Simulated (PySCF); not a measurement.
# C4H12Si: the cost of one run

Programs: PySCF 2.14.0, with routines of our own; each step states its level. All values are computed. Atoms count from 0.

## 1. The system as given

17 atoms, charge 0, multiplicity 1; geometry from: GFN2-xTB.

## 2. Relaxing the molecule at PBE0-D3(BJ)/def2-SVP

The job: settings as JSON, then the geometry in Å.

```
{"job": {"xc": "PBE0", "basis": "def2-SVP", "d3": "d3bj", "grid": 1, "maxiter": 30, "shake": 0.01, "kind": "geom"}, "charge": 0, "multiplicity": 1}
C     -0.386160    -1.238980    -1.415200
Si    -0.006850    -0.005200    -0.003910
C     -0.012070     1.783230    -0.684010
C     -1.286560    -0.152670     1.366730
C      1.713280    -0.422220     0.711010
H     -1.383580    -0.998740    -1.855540
H     -0.409150    -2.243640    -1.070010
H      0.342490    -1.142510    -2.222390
H      0.240630     2.507270     0.125740
H     -0.960820     2.055470    -1.079160
H      0.737630     1.904750    -1.453270
H     -2.306250     0.076230     1.000840
H     -1.379230    -1.150260     1.769490
H     -1.133670     0.528590     2.198680
H      1.741830    -1.437120     1.117350
H      2.492600    -0.322710    -0.025320
H      1.979390     0.270340     1.529150
```

Run with:

```bash
$ OMP_NUM_THREADS=1 python heavy_run.py task.json out
```

The driver reads the jobs from task.json and runs them one after another.

Q: Estimate the wall time and peak memory of this first job on 1 thread of Intel Xeon 6975P-C, shared host.

About 47 s, with a peak of 0.6 GiB.
